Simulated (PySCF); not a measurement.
**CH₉FGe₂N₂: geometry, NMR shifts**

What NMR shifts should CH₉FGe₂N₂ (`C[NH][GeH2][NH][GeH2][F]`) show?

Computed with PySCF 2.14.0, with density-fitted response routines of our own, on a single molecule in the gas phase. Atoms are numbered from 0 throughout.

## Step 1: The starting structure

15 atoms, charge 0, multiplicity 1; geometry from: GFN2-xTB.

Bonds of the start (Å): C0–N1 1.45, N1–Ge2 1.80, Ge2–N3 1.82, N3–Ge4 1.79, Ge4–F5 1.76, C0–H6 1.09, C0–H7 1.09, C0–H8 1.09, N1–H9 1.01, Ge2–H10 1.51, Ge2–H11 1.52, N3–H12 1.01, Ge4–H13 1.50, Ge4–H14 1.49.

## Step 2: Optimising the geometry at PBE0-D3(BJ)/def2-SVP

What the job is given:

```
{"job": {"xc": "PBE0", "basis": "def2-SVP", "d3": "d3bj", "grid": 1, "kind": "geom"}, "charge": 0, "multiplicity": 1}
C     -2.471831     0.308997    -0.312661
N     -1.032291     0.228492    -0.130778
Ge    -0.076003    -1.262593    -0.475975
N      1.649992    -0.754193    -0.200595
Ge     2.281616     0.918021    -0.284812
F      2.040629     1.678210     1.289662
H     -2.768008     1.349052    -0.460019
H     -2.736756    -0.258058    -1.204988
H     -3.037354    -0.097171     0.532326
H     -0.739808     0.740362     0.692753
H     -0.342286    -1.576747    -1.928157
H     -0.286417    -2.520276     0.356377
H      2.261827    -1.449604     0.195902
H      3.776702     0.923032    -0.406903
H      1.475575     1.780466    -1.189700
```

Output:

```text
step   0  E = -4405.42760568  max force = 0.019023
step   1  E = -4405.43229390  max force = 0.008838
step   2  E = -4405.43328354  max force = 0.002835
step   3  E = -4405.43370748  max force = 0.004823
step   4  E = -4405.43401582  max force = 0.003503
step   5  E = -4405.43423789  max force = 0.002379
step   6  E = -4405.43439943  max force = 0.001543
step   7  E = -4405.43450002  max force = 0.000745
step   8  E = -4405.43456277  max force = 0.000507
step   9  E = -4405.43457234  max force = 0.000327
optimisation converged
```

It took 2.8 min on 1 thread, shared host.

Step by step:

```
step  energy from step 0 (eV)  largest force component (eV/Å)
   0                   0.0000                          0.9782
   1                  -0.1276                          0.4545
   2                  -0.1545                          0.1458
   3                  -0.1660                          0.2480
   4                  -0.1744                          0.1801
   5                  -0.1805                          0.1223
   6                  -0.1849                          0.0793
   7                  -0.1876                          0.0383
   8                  -0.1893                          0.0261
   9                  -0.1896                          0.0168
```

Distances of close pairs at the start and the end, largest changes first:

```
   bond  before (Å)  after (Å)  change (Å)
Ge4–H14       1.487      1.528      +0.041
Ge4–H13       1.500      1.536      +0.036
Ge2–H10       1.509      1.542      +0.032
Ge2–H11       1.523      1.549      +0.026
 N3–Ge4       1.790      1.812      +0.022
 Ge2–N3       1.820      1.841      +0.021
 N1–Ge2       1.805      1.820      +0.016
  C0–H8       1.095      1.108      +0.013
```

The end geometry stands in the next job.

```csv
at the end point,value
point group (found at 0.08 Å tolerance),C1
"rotational constants (GHz, main isotopes)","2.357, 0.897, 0.715"
dipole moment (D),1.31
```

## Step 3: NMR shieldings: PBE0/aug-cc-pVDZ

What the job is given:

```
{"job": {"kind": "nmr", "xc": "PBE0", "basis": "aug-cc-pVDZ", "pop": true}, "charge": 0, "multiplicity": 1}
C     -2.306086     0.413610    -0.291238
N     -0.936069     0.121501     0.044624
Ge    -0.047854    -1.393027    -0.436510
N      1.699513    -0.814063    -0.454388
Ge     2.086328     0.950685    -0.315998
F      1.424704     1.560384     1.200639
H     -2.475230     1.502684    -0.338271
H     -2.544304     0.012946    -1.290021
H     -3.052552    -0.005484     0.412097
H     -0.599606     0.573566     0.891094
H     -0.590509    -1.777183    -1.827648
H     -0.113969    -2.612772     0.516341
H      2.395563    -1.439825    -0.059536
H      3.607835     1.113689    -0.182928
H      1.436227     1.792146    -1.413315
```

With the program's defaults for keys left out, this is: GIAO PBE0/aug-cc-pVDZ NMR shielding, non-relativistic, gas phase.

Output:

```text
coarse grid: 57800 points
cycle   1  E = -4405.9905731793  dE = -7.872e-01  |g| = 7.557e-01  |ddm| = 7.856e+00
cycle   2  E = -4405.8171725493  dE =  1.734e-01  |g| = 1.223e+00  |ddm| = 3.069e+00
cycle   3  E = -4406.1021954168  dE = -2.850e-01  |g| = 9.046e-02  |ddm| = 1.705e+00
cycle   4  E = -4406.1034335948  dE = -1.238e-03  |g| = 3.968e-02  |ddm| = 2.448e-01
cycle   5  E = -4406.1037010683  dE = -2.675e-04  |g| = 1.567e-02  |ddm| = 7.713e-02
cycle   6  E = -4406.1037539982  dE = -5.293e-05  |g| = 3.135e-03  |ddm| = 3.164e-02
cycle   7  E = -4406.1037562588  dE = -2.261e-06  |g| = 7.628e-04  |ddm| = 5.903e-03
final grid: 119224 points
cycle   8  E = -4406.1036911345  dE =  2.414e-08  |g| = 1.168e-03  |ddm| = 1.236e-02
cycle   9  E = -4406.1036905786  dE =  5.559e-07  |g| = 1.941e-03  |ddm| = 4.747e-03
cycle  10  E = -4406.1036914545  dE = -8.759e-07  |g| = 1.356e-04  |ddm| = 2.930e-03
cycle  11  E = -4406.1036914587  dE = -4.137e-09  |g| = 2.164e-05  |ddm| = 2.476e-04
cycle  12  E = -4406.1036914587  dE = -6.185e-11  |g| = 9.750e-06  |ddm| = 4.810e-05
converged SCF energy = -4406.1036914587

GIAO shielding tensors (ppm)
atom      isotropic    diamagn.    paramagn.     s11        s22        s33       span
  0 C      164.500     203.543     -39.043    142.150    152.337    199.013     56.863
  1 N      237.371     290.272     -52.901    198.239    249.514    264.360     66.121
  2 Ge    1547.661    2754.626   -1206.965   1469.959   1520.961   1652.063    182.104
  3 N      225.568     293.459     -67.890    170.609    243.937    262.159     91.550
  4 Ge    1527.552    2752.135   -1224.583   1418.490   1531.947   1632.218    213.727
  5 F      359.489     481.209    -121.720    302.550    358.206    417.710    115.160
  6 H       28.392      29.306      -0.914     22.989     26.513     35.673     12.684
  7 H       28.759      28.985      -0.226     24.349     26.752     35.176     10.828
  8 H       28.544      28.216       0.329     22.938     25.963     36.732     13.794
  9 H       30.333      36.606      -6.273     20.179     31.036     39.785     19.605
 10 H       26.029      25.728       0.301     20.165     20.892     37.029     16.864
 11 H       25.463      25.539      -0.076     18.959     20.151     37.281     18.321
 12 H       30.389      37.565      -7.176     21.731     27.720     41.716     19.986
 13 H       25.779      24.297       1.482     19.069     20.655     37.612     18.544
 14 H       25.480      25.751      -0.271     19.860     20.919     35.662     15.803
```

It took 51 s on 1 thread, shared host.

The references, computed at this level on geometries of the same kind, shield at (ppm): 1H TMS 31.39, 13C TMS 195.1, 19F CFCl3 194.1, 15N NH3 269.8, 73Ge GeMe4 1514. Their shielding less the atom's gives the shift. The references are single molecules in the gas phase, so shifts against H2O, NH3, PH3, H3PO4 or CFCl3 are not on the usual liquid scales and can be off by tens of ppm. Atoms listed in one row are averaged.

| atoms | environment | σ (ppm) | δ (ppm) |
| --- | --- | --- | --- |
| C0 | methyl carbon bonded to N | 164.5 | 30.6 |
| H13, H14 | hydrogen on a germanium bonded to F, N | 25.63 | 5.77 |
| H10, H11 | hydrogen on a germanium bonded to 2 N | 25.75 | 5.65 |
| H6, H7, H8 | hydrogen on a methyl carbon bonded to N | 28.57 | 2.83 |
| H9 | hydrogen on a nitrogen bonded to C, Ge | 30.33 | 1.06 |
| H12 | hydrogen on a nitrogen bonded to 2 Ge | 30.39 | 1.01 |
| N3 | nitrogen bonded to 2 Ge, H | 225.6 | 44.3 |
| N1 | nitrogen bonded to C, Ge, H | 237.4 | 32.5 |
| Ge4 | germanium bonded to F, N, 2 H | 1528 | -14 |
| Ge2 | germanium bonded to 2 N, 2 H | 1548 | -34 |
| F5 | fluorine bonded to Ge | 359.5 | -165.3 |

Charges from the same density, by scheme (e):

```csv
atoms,IAO,Hirshfeld,ESP fit
C0,-0.30,-0.08,-0.33
N1,-0.64,-0.25,-0.29
Ge2,0.85,0.42,0.51
N3,-0.87,-0.36,-0.79
Ge4,1.00,0.46,0.57
F5,-0.56,-0.26,-0.35
```

Mulliken charges and Mayer bond orders break down with diffuse functions, so they are left out here.

With diffuse functions Mulliken charges and Mayer bond orders lose their meaning; the other schemes are steadier.

## Step 4: NMR shieldings: PBE0/pcSseg-0

Same as in step 3 but for these lines:

```diff
@@ -1,2 +1,2 @@
-{"job": {"kind": "nmr", "xc": "PBE0", "basis": "aug-cc-pVDZ", "pop": true}, "charge": 0, "multiplicity": 1}
+{"job": {"kind": "nmr", "xc": "PBE0", "basis": "pcSseg-0", "pop": true}, "charge": 0, "multiplicity": 1}
 C     -2.306086     0.413610    -0.291238
```

Method: GIAO PBE0/pcSseg-0 NMR shielding, non-relativistic, gas phase.

Output:

```text
coarse grid: 57800 points
cycle   1  E = -4400.6956051021  dE = -1.832e+00  |g| = 7.214e-01  |ddm| = 3.834e+00
cycle   2  E = -4400.5843480042  dE =  1.113e-01  |g| = 1.075e+00  |ddm| = 1.891e+00
cycle   3  E = -4400.7921134153  dE = -2.078e-01  |g| = 6.762e-02  |ddm| = 1.182e+00
cycle   4  E = -4400.7926200649  dE = -5.066e-04  |g| = 3.979e-02  |ddm| = 1.002e-01
cycle   5  E = -4400.7929061600  dE = -2.861e-04  |g| = 9.793e-03  |ddm| = 4.397e-02
cycle   6  E = -4400.7929268620  dE = -2.070e-05  |g| = 2.373e-03  |ddm| = 1.366e-02
cycle   7  E = -4400.7929281345  dE = -1.273e-06  |g| = 7.304e-04  |ddm| = 3.170e-03
final grid: 119224 points
cycle   8  E = -4400.7929638683  dE =  8.231e-08  |g| = 1.091e-03  |ddm| = 2.385e-03
cycle   9  E = -4400.7929635304  dE =  3.379e-07  |g| = 1.677e-03  |ddm| = 3.037e-03
cycle  10  E = -4400.7929641216  dE = -5.912e-07  |g| = 7.380e-05  |ddm| = 1.830e-03
cycle  11  E = -4400.7929641228  dE = -1.182e-09  |g| = 1.748e-05  |ddm| = 8.144e-05
cycle  12  E = -4400.7929641228  dE = -5.457e-11  |g| = 4.747e-06  |ddm| = 1.978e-05
converged SCF energy = -4400.7929641228

GIAO shielding tensors (ppm)
atom      isotropic    diamagn.    paramagn.     s11        s22        s33       span
  0 C      159.137     239.812     -80.675    135.003    148.641    193.766     58.762
  1 N      248.242     326.501     -78.260    204.134    253.821    286.770     82.635
  2 Ge    1554.927    2746.313   -1191.386   1470.485   1503.830   1690.466    219.981
  3 N      243.519     327.089     -83.571    188.477    256.353    285.727     97.250
  4 Ge    1514.255    2745.620   -1231.365   1365.979   1526.854   1649.931    283.953
  5 F      390.343     474.124     -83.781    327.694    353.760    489.575    161.881
  6 H       29.677      27.550       2.127     23.758     27.462     37.810     14.052
  7 H       30.252      28.398       1.855     25.247     28.034     37.477     12.230
  8 H       30.238      27.233       3.005     24.437     27.679     38.599     14.162
  9 H       33.469      33.512      -0.043     22.315     33.507     44.583     22.268
 10 H       26.971      29.480      -2.509     20.739     21.786     38.389     17.650
 11 H       26.706      29.012      -2.306     20.112     21.295     38.712     18.601
 12 H       32.815      33.879      -1.064     23.345     28.758     46.342     22.998
 13 H       26.709      27.823      -1.115     19.682     21.352     39.092     19.410
 14 H       26.538      28.708      -2.169     20.676     21.606     37.333     16.657
```

It took 12 s on 1 thread, shared host.

Key values: δ C0 34.4, N3 22.5, N1 17.8, Ge4 34, H13 6.21, H10 5.99 ppm (means over like atoms).

## Step 5: Side by side: NMR shifts

Shifts (ppm) of some atoms, chosen among heavy atoms and hydrogens apart, with basis size and wall time:

| run | H9 | H12 | N3 | N1 | Ge4 | Ge2 | F5 | functions | time |
| --- | --- | --- | --- | --- | --- | --- | --- | --- | --- |
| PBE0/aug-cc-pVDZ | 1.06 | 1.01 | 44.3 | 32.5 | -14 | -34 | -165.3 | 245 | 51 s |
| PBE0/pcSseg-0 | -0.64 | 0.02 | 22.5 | 17.8 | 34 | -6 | -212.0 | 104 | 12 s |

## Step 6: Summary of results

| quantity | value |
| --- | --- |
| point group | C1 |
| rotational constants (main isotopes) | 2.36, 0.90, 0.71 GHz |
| 13C shifts against TMS (PBE0/aug-cc-pVDZ) | 30.6 ppm |
| 1H shifts against TMS (PBE0/aug-cc-pVDZ, means over atoms taken as alike) | 5.77, 5.65, 2.83, 1.06, 1.01 ppm |
| 15N shifts against NH3 (PBE0/aug-cc-pVDZ) | 44.3, 32.5 ppm |
| 73Ge shifts against GeMe4 (PBE0/aug-cc-pVDZ) | -14, -34 ppm |
| 19F shifts against CFCl3 (PBE0/aug-cc-pVDZ) | -165.3 ppm |
| range of the shift of Ge4 | -14 to 34 ppm |

In words: Over 9 steps the energy fell by 0.190 eV; of the close pairs, Ge4–H14 changed most, 1.487 to 1.528 Å. At PBE0/aug-cc-pVDZ: The largest span, 214 ppm, is at Ge4, where the paramagnetic term is -1225 ppm. Across the 2 runs the shift of Ge4 moves most, between -14 (PBE0/aug-cc-pVDZ) and 34 ppm (PBE0/pcSseg-0). Most of that comes from the computed reference, not from the atom's own shielding. Spin-orbit coupling is left out, which matters for shieldings and couplings at and beside the heavy atoms.
